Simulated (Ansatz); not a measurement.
**CH6AlClGeO: two geometries relaxed**

Aim: relax the geometries before and after the shift of H9 from C3 to Al4, and see whether they are two minima and how far apart in energy. SMILES of the start: [OH][GeH2][CH]([AlH2])Cl.

Program: Ansatz 0.2.0. Level of theory: RKS PBE0/def2-SVP. These are calculated values, not measurements.

## 1. Starting point

Bond lengths: O1–Ge2 1.751 Å, Ge2–C3 1.914 Å, C3–Al4 1.998 Å, C3–Cl5 1.785 Å, O1–H6 0.954 Å, Ge2–H7 1.531 Å, Ge2–H8 1.566 Å, C3–H9 1.082 Å, Al4–H10 1.574 Å, Al4–H11 1.654 Å. Angles (14 of 16 angles, heavy atoms first): O1–Ge2–C3 108.4°, Ge2–C3–Al4 112.8°, Ge2–C3–Cl5 110.5°, Al4–C3–Cl5 107.5°, O1–Ge2–H7 110.3°, O1–Ge2–H8 111.1°, C3–Ge2–H7 108.6°, C3–Ge2–H8 107.5°, Ge2–O1–H6 109.3°, Ge2–C3–H9 112.8°, Al4–C3–H9 106.2°, Cl5–C3–H9 106.8°, C3–Al4–H10 122.7°, C3–Al4–H11 118.2°.

Structure file:

```xyz
11

O    -1.7105    1.3068    0.2434
Ge   -0.8889    0.3879   -1.0003
C     0.9115    0.0765   -0.4308
Al    1.0160   -1.0160    1.2386
Cl    1.7437    1.6237   -0.1121
H    -1.9645    0.7214    0.9519
H    -1.5780   -0.9639   -1.2056
H    -0.8249    1.1895   -2.3440
H     1.5000   -0.4477   -1.1716
H     1.6678   -2.4484    1.2793
H     0.1930   -0.4868    2.5718
```

## 2. End point A

File input.yaml:

```yaml
crystal:
  periodic: [false, false, false]
  atoms:
    - { symbol: O, position_ang: [-1.7105, 1.3068, 0.2434] }
    - { symbol: Ge, position_ang: [-0.8889, 0.3879, -1.0003] }
    - { symbol: C, position_ang: [0.9115, 0.0765, -0.4308] }
    - { symbol: Al, position_ang: [1.016, -1.016, 1.2386] }
    - { symbol: Cl, position_ang: [1.7437, 1.6237, -0.1121] }
    - { symbol: H, position_ang: [-1.9645, 0.7214, 0.9519] }
    - { symbol: H, position_ang: [-1.578, -0.9639, -1.2056] }
    - { symbol: H, position_ang: [-0.8249, 1.1895, -2.344] }
    - { symbol: H, position_ang: [1.5, -0.4477, -1.1716] }
    - { symbol: H, position_ang: [1.6678, -2.4484, 1.2793] }
    - { symbol: H, position_ang: [0.193, -0.4868, 2.5718] }
basis:
  gaussian: { orbitals: def2-SVP }
hamiltonian:
  xc: pbe0
relax:
  f_tol: 0.02
  max_steps: 50
```

The run is started by

```sh
ansatz run input.yaml --threads 2 --pin off --max-ram 3072MiB --backend cpu --events-out ev --progress --plain --runs-dir out
```

Output, cut to the lines that bear on the results:

```text
Warning: RAYON_NUM_THREADS=2 ignored (pool sized by the plan → 2); use --threads N
[...]
Functional definition: PBE0
[...]
1312 factors; integrals over basis functions are off by at most 4.4e-4 eV
[...]
mean field -78785.86533714 eV, -2895.3271481625 hartree, gradient 2.9e-5 eV, S^2 0.000000; 0 other end points of the search recorded, 0 dependent functions left out
[...]
reference -78785.86537042 eV, -2895.3271493855 hartree; 41, 41 occupied and 85, 85 virtual orbitals, 1312 factors
relax step   1: F+E_penalty+E_count = -78785.86533714 eV  Δ(F+E_penalty+E_count) = +0.000e0 eV  max|allowed force component| = 1.479e0 eV/Å  Δτ_max = 0.0000 Å  (26 SCF iters, accepted)
[...]
relax step   4: F+E_penalty+E_count = -78786.12489236 eV  Δ(F+E_penalty+E_count) = -5.220e-2 eV  max|allowed force component| = 5.890e-1 eV/Å  Δτ_max = 0.1981 Å  (30 SCF iters, accepted)
[...]
relax step   7: F+E_penalty+E_count = -78786.25773703 eV  Δ(F+E_penalty+E_count) = -2.811e-2 eV  max|allowed force component| = 3.468e-1 eV/Å  Δτ_max = 0.1947 Å  (29 SCF iters, accepted)
[...]
relax step  10: F+E_penalty+E_count = -78786.27461469 eV  Δ(F+E_penalty+E_count) = +8.875e-4 eV  max|allowed force component| = 1.187e-1 eV/Å  Δτ_max = 0.0457 Å  (29 SCF iters, rejected (line search))
[...]
relax step  12: F+E_penalty+E_count = -78786.27776015 eV  Δ(F+E_penalty+E_count) = -4.142e-4 eV  max|allowed force component| = 2.893e-2 eV/Å  Δτ_max = 0.0178 Å  (29 SCF iters, accepted)
[...]
relax step  13: F+E_penalty+E_count = -78786.27794867 eV  Δ(F+E_penalty+E_count) = -1.885e-4 eV  max|allowed force component| = 1.611e-2 eV/Å  Δτ_max = 0.0162 Å  (24 SCF iters, accepted)
1312 factors; integrals over basis functions are off by at most 3.1e-4 eV
mean field -78786.27794867 eV, -2895.3423113562 hartree, gradient 1.8e-5 eV, S^2 0.000000; 1 other end points of the search recorded, 0 dependent functions left out
[...]
reference -78786.27798147 eV, -2895.3423125616 hartree; 41, 41 occupied and 85, 85 virtual orbitals, 1312 factors
Total energy: -78786.27798147 eV, -2895.3423125616 hartree
Atom 0 at    -1.773767     1.206481     0.273837 Å, force     0.000782    -0.003788     0.002688 eV/Å
Atom 1 at    -0.973196     0.431576    -1.111765 Å, force     0.004560    -0.000116    -0.001596 eV/Å
Atom 2 at     0.749781    -0.291998    -0.535444 Å, force    -0.016109    -0.002477    -0.013330 eV/Å
Atom 3 at     1.054002    -0.882184     1.321786 Å, force    -0.008237     0.006470     0.004570 eV/Å
Atom 4 at     1.853979     1.091217     0.094418 Å, force     0.005181     0.002290    -0.000329 eV/Å
Atom 5 at    -1.736091     0.673731     1.077150 Å, force    -0.001720     0.002637     0.000940 eV/Å
Atom 6 at    -1.789142    -0.771594    -1.635820 Å, force    -0.001109    -0.005875    -0.001545 eV/Å
Atom 7 at    -0.850692     1.550826    -2.153832 Å, force     0.002992     0.002734     0.000316 eV/Å
Atom 8 at     1.314517    -0.777572    -1.344297 Å, force     0.004405     0.005048     0.003376 eV/Å
Atom 9 at     2.282415    -1.818067     1.662859 Å, force     0.008555    -0.009016     0.000377 eV/Å
Atom 10 at    -0.066605    -0.469416     2.371706 Å, force     0.000700     0.002094     0.004533 eV/Å
Dipole moment:     0.098854    -0.347741    -0.209614 e Å
```

It took 53 s on 2 threads of Intel Xeon Platinum 8488C (Sapphire Rapids), shared host; peak memory 0.36 GiB.

The steps of the relaxation:

```
step  energy from step 1 (eV)  largest force component (eV/Å)
   1                   0.0000                          1.4794
   2                  -0.1674                          0.5459
   3                  -0.2074                          0.2735
   4                  -0.2596                          0.5890
   5                  -0.3271                          0.7036
   6                  -0.3643                          0.5846
   7                  -0.3924                          0.3468
   8                  -0.4071                          0.1477
   9                  -0.4102                          0.0867
 10x                  -0.4093                          0.1187
  11                  -0.4120                          0.0467
  12                  -0.4124                          0.0289
  13                  -0.4126                          0.0161
```

Step 1 is the start. 1 step was tried and not accepted (marked x).

After: Bond lengths: O1–Ge2 1.778 Å, Ge2–C3 1.956 Å, C3–Al4 1.972 Å, C3–Cl5 1.879 Å, Al4–Cl5 2.458 Å, O1–H6 0.965 Å, Ge2–H7 1.545 Å, Ge2–H8 1.534 Å, C3–H9 1.100 Å, Al4–H10 1.582 Å, Al4–H11 1.590 Å. Angles (14 of 20 angles, heavy atoms first): O1–Ge2–C3 109.2°, Ge2–C3–Al4 121.6°, Ge2–C3–Cl5 110.1°, Al4–C3–Cl5 79.3°, C3–Al4–Cl5 48.7°, C3–Cl5–Al4 52.0°, O1–Ge2–H7 111.5°, O1–Ge2–H8 104.3°, C3–Ge2–H7 106.1°, C3–Ge2–H8 113.6°, Ge2–O1–H6 113.0°, Ge2–C3–H9 113.5°, Al4–C3–H9 118.8°, Cl5–C3–H9 105.7°.

Pairs that crossed the distance rule for bonds on the way: came closer Al4–Cl5.

## 3. End point B

The second end starts from a geometry with the move made by hand.

input.yaml, as its differences from that of step 2:

```diff
@@ -11,3 +11,3 @@
     - { symbol: H, position_ang: [-0.8249, 1.1895, -2.344] }
-    - { symbol: H, position_ang: [1.5, -0.4477, -1.1716] }
+    - { symbol: H, position_ang: [2.34523, -0.49084, 0.66506] }
     - { symbol: H, position_ang: [1.6678, -2.4484, 1.2793] }
```

The run is started by

```sh
ansatz run input.yaml --threads 2 --pin off --max-ram 3072MiB --backend cpu --events-out ev --progress --plain --runs-dir out
```

Output, cut to the lines that bear on the results:

```text
Warning: RAYON_NUM_THREADS=2 ignored (pool sized by the plan → 2); use --threads N
[...]
[... 1 set-up line as earlier in the session ...]
[...]
1317 factors; integrals over basis functions are off by at most 3.7e-4 eV
[...]
mean field -78780.57734947 eV, -2895.1328181996 hartree, gradient 5.9e-5 eV, S^2 0.000000; 0 other end points of the search recorded, 0 dependent functions left out
[...]
reference -78780.57738219 eV, -2895.1328194024 hartree; 41, 41 occupied and 85, 85 virtual orbitals, 1317 factors
relax step   1: F+E_penalty+E_count = -78780.57734947 eV  Δ(F+E_penalty+E_count) = +0.000e0 eV  max|allowed force component| = 3.041e0 eV/Å  Δτ_max = 0.0000 Å  (34 SCF iters, accepted)
[...]
relax step   4: F+E_penalty+E_count = -78782.92445605 eV  Δ(F+E_penalty+E_count) = -5.795e-1 eV  max|allowed force component| = 1.659e0 eV/Å  Δτ_max = 0.1952 Å  (33 SCF iters, accepted)
[...]
relax step  10: F+E_penalty+E_count = -78785.97543693 eV  Δ(F+E_penalty+E_count) = -1.181e-1 eV  max|allowed force component| = 5.136e-1 eV/Å  Δτ_max = 0.1992 Å  (30 SCF iters, accepted)
[...]
relax step  13: F+E_penalty+E_count = -78786.04656075 eV  Δ(F+E_penalty+E_count) = -1.800e-2 eV  max|allowed force component| = 3.236e-1 eV/Å  Δτ_max = 0.1952 Å  (29 SCF iters, accepted)
[...]
relax step  14: F+E_penalty+E_count = -78786.08180401 eV  Δ(F+E_penalty+E_count) = -3.524e-2 eV  max|allowed force component| = 4.845e-1 eV/Å  Δτ_max = 0.1953 Å  (29 SCF iters, accepted)
[...]
relax step  15: F+E_penalty+E_count = -78786.14562318 eV  Δ(F+E_penalty+E_count) = -6.382e-2 eV  max|allowed force component| = 3.963e-1 eV/Å  Δτ_max = 0.1994 Å  (29 SCF iters, accepted)
[...]
1317 factors; integrals over basis functions are off by at most 1.0e-3 eV
mean field -78786.21189898 eV, -2895.3398840751 hartree, gradient 1.7e-5 eV, S^2 0.000000; 0 other end points of the search recorded, 0 dependent functions left out
[...]
reference -78786.21193224 eV, -2895.3398852972 hartree; 41, 41 occupied and 85, 85 virtual orbitals, 1317 factors
```

## 4. The output, continued: end point B relaxed

The log, continued, cut to the lines that bear on the results:

```text
relax step  16: F+E_penalty+E_count = -78786.21189898 eV  Δ(F+E_penalty+E_count) = -6.628e-2 eV  max|allowed force component| = 2.798e-1 eV/Å  Δτ_max = 0.1949 Å  (29 SCF iters, accepted)
[...]
relax step  18: F+E_penalty+E_count = -78786.26427170 eV  Δ(F+E_penalty+E_count) = -1.198e-2 eV  max|allowed force component| = 1.235e-1 eV/Å  Δτ_max = 0.0744 Å  (29 SCF iters, accepted)
[...]
relax step  20: F+E_penalty+E_count = -78786.27402494 eV  Δ(F+E_penalty+E_count) = -7.203e-3 eV  max|allowed force component| = 1.058e-1 eV/Å  Δτ_max = 0.0513 Å  (29 SCF iters, accepted)
[...]
relax step  22: F+E_penalty+E_count = -78786.27741320 eV  Δ(F+E_penalty+E_count) = -1.088e-3 eV  max|allowed force component| = 2.465e-2 eV/Å  Δτ_max = 0.0187 Å  (30 SCF iters, accepted)
[...]
Atom 1 at    -0.784270     0.407190    -1.043900 Å, force    -0.000302     0.002485    -0.003956 eV/Å
Atom 2 at     0.878169    -0.287863    -0.285515 Å, force    -0.002103    -0.002110    -0.000232 eV/Å
Atom 3 at     1.005489    -0.857760     1.599312 Å, force     0.000817    -0.000650     0.000439 eV/Å
Atom 4 at     1.899389     1.114269     0.437617 Å, force    -0.000759     0.000444     0.000734 eV/Å
Atom 5 at    -1.778838     0.638255     1.052309 Å, force    -0.000928     0.001882    -0.001344 eV/Å
Atom 6 at    -1.517710    -0.809395    -1.653075 Å, force     0.001116    -0.000769     0.002347 eV/Å
Atom 7 at    -0.568125     1.530185    -2.066647 Å, force     0.000789     0.000276    -0.000120 eV/Å
Atom 8 at     1.528787    -0.773670    -1.026821 Å, force     0.000164     0.000144    -0.000139 eV/Å
Atom 9 at     2.203178    -1.782785     2.062288 Å, force    -0.000549     0.001084    -0.000388 eV/Å
Atom 10 at    -0.211669    -0.445150     2.535686 Å, force     0.000299    -0.000296    -0.000440 eV/Å
Dipole moment:     0.124287    -0.345848    -0.195150 e Å
```

Run time: 1.7 min. Hardware: 2 threads of Intel Xeon Platinum 8488C (Sapphire Rapids), shared host; peak memory 0.35 GiB.

Relaxation path:

```
step  energy from step 1 (eV)  largest force component (eV/Å)
   1                   0.0000                          3.0412
   2                  -1.0776                          1.7514
   3                  -1.7676                          1.1296
   4                  -2.3471                          1.6591
   5                  -3.1949                          2.2505
   6                  -4.2134                          2.0439
   7                  -4.7672                          1.5144
   8                  -5.0799                          1.2706
   9                  -5.2800                          0.5964
  10                  -5.3981                          0.5136
  11                  -5.4412                          0.2263
  12                  -5.4512                          0.2468
  13                  -5.4692                          0.3236
  14                  -5.5045                          0.4845
  15                  -5.5683                          0.3963
  16                  -5.6346                          0.2798
  17                  -5.6749                          0.1625
  18                  -5.6869                          0.1235
  19                  -5.6895                          0.2172
  20                  -5.6967                          0.1058
  21                  -5.6990                          0.0524
  22                  -5.7001                          0.0246
  23                  -5.7005                          0.0259
  24                  -5.7007                          0.0399
  25                  -5.7007                          0.0228
  26                  -5.7007                          0.0040
```

Step 1 is the start.

After: Bond lengths: O1–Ge2 1.778 Å, Ge2–C3 1.955 Å, C3–Al4 1.973 Å, C3–Cl5 1.879 Å, Al4–Cl5 2.457 Å, O1–H6 0.965 Å, Ge2–H7 1.546 Å, Ge2–H8 1.534 Å, C3–H9 1.099 Å, Al4–H10 1.583 Å, Al4–H11 1.590 Å. Angles (14 of 20 angles, heavy atoms first): O1–Ge2–C3 109.2°, Ge2–C3–Al4 121.9°, Ge2–C3–Cl5 110.2°, Al4–C3–Cl5 79.2°, C3–Al4–Cl5 48.7°, C3–Cl5–Al4 52.1°, O1–Ge2–H7 111.5°, O1–Ge2–H8 104.3°, C3–Ge2–H7 106.1°, C3–Ge2–H8 113.5°, Ge2–O1–H6 113.1°, Ge2–C3–H9 113.5°, Al4–C3–H9 118.6°, Cl5–C3–H9 105.5°.

Pairs that crossed the distance rule for bonds on the way: came closer C3–H9, Al4–Cl5; moved apart Al4–H9.

## 5. What came out

| quantity | value |
| --- | --- |
| end A | 11 moves, 0.413 eV lower |
| end B | 25 moves, 5.701 eV lower |
| largest difference between the ends | 0.03 Å |
| end B relative to end A | -0.000 eV |

**Reading.** The two relaxations end at one structure, within 0.03 Å: no second minimum was found from this start, which doesn't rule one out.
